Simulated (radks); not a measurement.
# Exchange and kinetic functionals tested on atomic densities: Zr¹⁰⁺, Yb⁺, Mn, K⁴⁺, Li, Mg⁺

One table from this session's results is given with a row withheld; the runs are named, their logs left out.

Method: non-relativistic Kohn-Sham, exchange-only LDA, spin-polarised, spherical densities, point nucleus; open shells are filled with parallel spins first. Code: radks (a radial shooting solver on a logarithmic mesh, Libxc functionals) version 1.

## The atom as given

| Item | Value |
| --- | --- |
| species | Zr¹⁰⁺ ([Ar] 3d10 4s2), Yb⁺ ([Xe] 4f14 6s1), Mn ([Ar] 3d5 4s2), K⁴⁺ ([Ne] 3s2 3p3), Li ([He] 2s1), Mg⁺ ([Ne] 3s1) |

The first run:

The run's settings:

```text
Z 40
configuration [Ar] 3d10 4s2
relativity non-relativistic
functional lda,
spin polarised
nucleus point
```

Steps of the session up to this table: Zr¹⁰⁺, [Ar] 3d10 4s2.

One table of the session follows, with a row left open; its other results are not shown here.

It belongs to the step «Zr¹⁰⁺, [Ar] 3d10 4s2». Radial moments (bohr):

| level | <r> | outermost maximum (interpolated) | 90 % within | nodes |
| --- | --- | --- | --- | --- |
| 1s | 0.03818 | 0.0252 | 0.0679 | 0 |
| 2s | 0.1675 | 0.141 | 0.258 | 1 |
| 2p | 0.1437 | 0.111 | 0.234 | 0 |
| 3s | 0.4683 | 0.418 | 0.692 | 2 |
| 3p | ? | ? | ? | ? |
| 3d | 0.4442 | 0.344 | 0.711 | 0 |
| 4s | 1.094 | 1.03 | 1.56 | 3 |

Estimate the missing values for 3p.

As computed: <r>: 0.4640; outermost maximum (interpolated): 0.406; 90 % within: 0.701; nodes: 1. In the column «<r>» it lies between 3d (0.4442) and 3s (0.4683).
